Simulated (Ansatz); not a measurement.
# CHClGa (quartet): from Hartree-Fock to the top rungs, cc-pVDZ

Aim: climb from Hartree-Fock through coupled cluster for CHClGa (quartet) at one geometry and basis, and see what each rung misses.

Method: cc-pVDZ, core rule «outside noble gas», up to 20 orbitals frozen; program: Ansatz 0.2.0, Gaussian basis.

To be run: UHF; CCSD(T) on ROHF; CCSD(T) on UHF; BCCD(T) on ROHF; CISD; CCSDT(Q) on ROHF; CCSDT(Q) on UHF.

23 further runs of the same task are left out: 2 for a known fault of the program, 7 that didn't finish, 14 set aside as unsound or not needed.

## Step 1: The system

The geometry is a PBE0/def2-TZVP stationary point (not a proven minimum) of the parent state, kept for this charge and spin. No spin-orbit coupling is included. The filled d shell of Ga may be among the frozen orbitals whatever the setting's name suggests; the logs give the count.

4 atoms, charge 0, spin multiplicity 4.

Atoms are counted from 1 here; the program's logs count them from 0.

Bond lengths: Cl1–C2 1.726 Å, C2–Ga3 2.034 Å, C2–H4 1.091 Å. Angles: Cl1–C2–Ga3 113.0°, Cl1–C2–H4 110.2°, Ga3–C2–H4 136.8°.

As a file:

```
Cl    0.00000   -0.22428    1.99321
C     0.00000    0.87389    0.66200
Ga    0.00000   -0.06401   -1.14234
H     0.00000    1.90319    1.02302
```

## Step 2: UHF

in.yaml reads:

```yaml
crystal:
  periodic: [false, false, false]
  atoms:
    - {symbol: Cl, position_ang: [0.000000, -0.224282, 1.993212]}
    - {symbol: C, position_ang: [0.000000, 0.873891, 0.661996]}
    - {symbol: Ga, position_ang: [0.000000, -0.064009, -1.142342]}
    - {symbol: H, position_ang: [0.000000, 1.903187, 1.023017]}
basis:
  gaussian: {orbitals: cc-pVDZ}
magnetization: {spin_polarized: true, initial_magnetization: 3}
hamiltonian: {xc: hf}
output: {orbitals: {seedname: orbitals}}
```

Command:

```
$ ansatz run in.yaml --threads 1 --pin off --events-out ev --progress --plain --max-ram 2393MiB
```

The runs that follow: CCSD(T) on ROHF; CCSD(T) on UHF; BCCD(T) on ROHF; CISD; CCSDT(Q) on ROHF; CCSDT(Q) on UHF.

**Question.** What will the summary of the whole plan be? Wanted: UCCSDT(Q) below the RHF energy; RMP2 from UCCSDT(Q); UMP2 from UCCSDT(Q); RCCSD from UCCSDT(Q); RCCSD(T) from UCCSDT(Q); UCCSD(T) from UCCSDT(Q); RCCSDT(Q) from UCCSDT(Q); T1 diagnostic.

As calculated:

| quantity | value |
| --- | --- |
| UCCSDT(Q) below the RHF energy | -8.8901 eV |
| RMP2 from UCCSDT(Q) | +116.4 kJ/mol |
| UMP2 from UCCSDT(Q) | +118.4 kJ/mol |
| RCCSD from UCCSDT(Q) | +33.3 kJ/mol |
| RCCSD(T) from UCCSDT(Q) | +6.9 kJ/mol |
| UCCSD(T) from UCCSDT(Q) | +5.6 kJ/mol |
| RCCSDT(Q) from UCCSDT(Q) | +1.7 kJ/mol |
| levels within 1 kcal/mol (43 meV) | RCCSDT, UCCSDT, RCCSDT(Q) |
| T1 diagnostic | 0.033 |

In words: RCCSD(T) misses by +6.9 kJ/mol, 0.8 % of the correlation energy. These misses are within one basis, not against nature; the frozen cores of restricted and unrestricted runs differ, which can shift their rows.
